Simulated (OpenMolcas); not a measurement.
# Gd²⁺ among point charges: CASSCF levels and susceptibility

Aim: the splitting of the states of Gd²⁺ in the field of 8 point charges, its lowest levels with spin-orbit coupling and its magnetic susceptibility.

Method: state-averaged CASSCF, spin-orbit coupling by RASSI with atomic mean-field integrals. Code: OpenMolcas 26.06.

1 further run of the same task is left out (it didn't finish).

## (1) What is computed

| Item | Value |
| --- | --- |
| Species | Gd²⁺ (gadolinium, Z = 64, 62 electrons) |
| Basis | ANO-RCC-VTZP [8s7p5d3f2g1h], 104 functions |
| Scalar Hamiltonian | DKH2, point nucleus |
| Inactive shells | 1s 2s 2p 3s 3p 3d 4s 4p 4d 5s 5p |
| Active space | 8 electrons in 7 orbitals (4f) |
| Some configurations of this space | 4f8 |
| Orbitals | optimised for the highest spin of each parity, averaged over all roots |

Outer shells as boxes (Hund's rule):

4f8
```
4f [↑↓][↑ ][↑ ][↑ ][↑ ][↑ ][↑ ]
```

The ion sits among 8 point charges of -2 e arranged as a square antiprism (D4d), 2.58 Å from the ion, with a polar angle of 54.4° against the regular 57.3°. The active orbitals were held to one l.

The work runs as a chain of OpenMolcas steps in one folder; each step below is one input file. Labels, J, g values, rates, χT and fits are worked out afterwards by a script from the matrices that RASSI stores.

## (2) GATEWAY and SEWARD: basis and integrals

Contents of a.inp:

```
&GATEWAY
Coord
1

Gd 0.0 0.0 0.0
Basis=ANO-RCC-VTZP
Group=NoSym
NoMove
AngMom=0.0 0.0 0.0
AMFI
XField
8 Angstrom 0
1.938962 0.803144 1.500596 -2.000000
-0.803144 1.938962 1.500596 -2.000000
-1.938962 -0.803144 1.500596 -2.000000
0.803144 -1.938962 1.500596 -2.000000
1.938962 -0.803144 -1.500596 -2.000000
0.803144 1.938962 -1.500596 -2.000000
-1.938962 0.803144 -1.500596 -2.000000
-0.803144 -1.938962 -1.500596 -2.000000
&SEWARD
```

Run with:

```
> OMP_NUM_THREADS=1 MOLCAS_MEM=2252 MOLCAS_PROJECT=a pymolcas a.inp > a.log
```

## (3) CASSCF: septets, 7 roots

Contents of a.inp:

```
&RASSCF
FileOrb=start.orb
Symmetry=1
Spin=7
nActEl=8 0 0
Inactive=27
Ras2=7
CIRoot=7 7 1
SDav=7
CIMx=300
Iter=120 100
PrWF=0.3
OrbListing=Nothing
MaxOrb=0
SupSym
1
21 28 29 30 31 32 33 34 62 63 64 65 66 67 68 69 70 71 72 73 74 75
>>> COPY $Project.JobIph JOB001
```

start.orb holds the contracted functions of the basis, ordered by shell, or the orbitals of the step before.

## (4) Reference wave functions, quintets, 140 roots

Contents of a.inp:

```
&RASSCF
FileOrb=start.orb
Symmetry=1
Spin=5
nActEl=8 0 0
Inactive=27
Ras2=7
CIRoot=140 140 1
SDav=140
CIMx=300
Iter=120 100
PrWF=0.3
OrbListing=Nothing
MaxOrb=0
CIOnly
SupSym
1
21 28 29 30 31 32 33 34 62 63 64 65 66 67 68 69 70 71 72 73 74 75
>>> COPY $Project.JobIph JOB002
```

## (5) CASSCF: triplets, 162 roots

Contents of a.inp:

```
&RASSCF
FileOrb=start.orb
Symmetry=1
Spin=3
nActEl=8 0 0
Inactive=27
Ras2=7
CIRoot=162 162 1
SDav=588
CIMx=300
Iter=120 100
PrWF=0.3
OrbListing=Nothing
MaxOrb=0
CIOnly
SupSym
1
21 28 29 30 31 32 33 34 62 63 64 65 66 67 68 69 70 71 72 73 74 75
>>> COPY $Project.JobIph JOB003
```

## (6) CASSCF: singlets, 162 roots

Contents of a.inp:

```
&RASSCF
FileOrb=start.orb
Symmetry=1
Spin=1
nActEl=8 0 0
Inactive=27
Ras2=7
CIRoot=162 162 1
SDav=490
CIMx=300
Iter=120 100
PrWF=0.3
OrbListing=Nothing
MaxOrb=0
CIOnly
SupSym
1
21 28 29 30 31 32 33 34 62 63 64 65 66 67 68 69 70 71 72 73 74 75
>>> COPY $Project.JobIph JOB004
```

## (7) RASSI: spin-orbit coupling between the states

Contents of a.inp:

```
&RASSI
NrOfJobIphs=3 7 77 38
1 2 3 4 5 6 7
1 2 3 4 5 6 7 8 9 10 11 12 13 14 15 16 17 18 19 20 21 22 23 24 25 26 27
28 29 30 31 32 33 34 35 36 37 38 39 40 41 42 43 44 45 46 47 48 49 50 51
52 53 54 55 56 57 58 59 60 61 62 63 64 65 66 67 68 69 70 71 72 73 74 75
76 77
1 2 3 4 5 6 7 8 9 10 11 12 13 14 15 16 17 18 19 20 21 22 23 24 25 26 27
28 29 30 31 32 33 34 35 36 37 38
IphNames
JOB001
JOB002
JOB003
EJob
SpinOrbit
DIPRint=1.0
SOCoupling=1000.0
Subsets=2
Property=9
'ANGMOM' 1 'ANGMOM' 2 'ANGMOM' 3 'MLTPL  1' 1 'MLTPL  1' 2 'MLTPL  1' 3
'AMFI' 1 'AMFI' 2 'AMFI' 3
SOProperty=3
'ANGMOM' 1 'ANGMOM' 2 'ANGMOM' 3
```

Before running it: what results should come out? Wanted: spin-free ground state; first state of the same spin within the active space; lowest level; next level.

The runs gave:

| quantity | value |
| --- | --- |
| method | CASSCF |
| spin-free ground state | septet, 2-fold in its orbital part |
| first state of the same spin within the active space | septet at 66.6 cm⁻¹ |
| lowest level | 2-fold, g = 0.00, 0.00, 17.96 |
| next level | 179.5 cm⁻¹ |
| χT at 300 K | 11.65 cm³ K/mol |
| effective moment at 300 K | 9.65 μB |

The spin-free ground state (septet) comes to 100 % from free-ion F terms and keeps the highest spin of the shell. The quintets, triplets, singlets rest on orbitals optimised for another spin in at least one step, which raises them against the optimised states. Not all states of the active space went into the spin-orbit step. The free ion's ground configuration, as NIST lists it, lies outside this active space, so the lowest level here need not be the ground level. High states of lower spin are left out of the spin-orbit mixing, and CASSCF puts spin-flip levels too high. Point charges carry no covalency, so the field is a model and not that of real ligands.
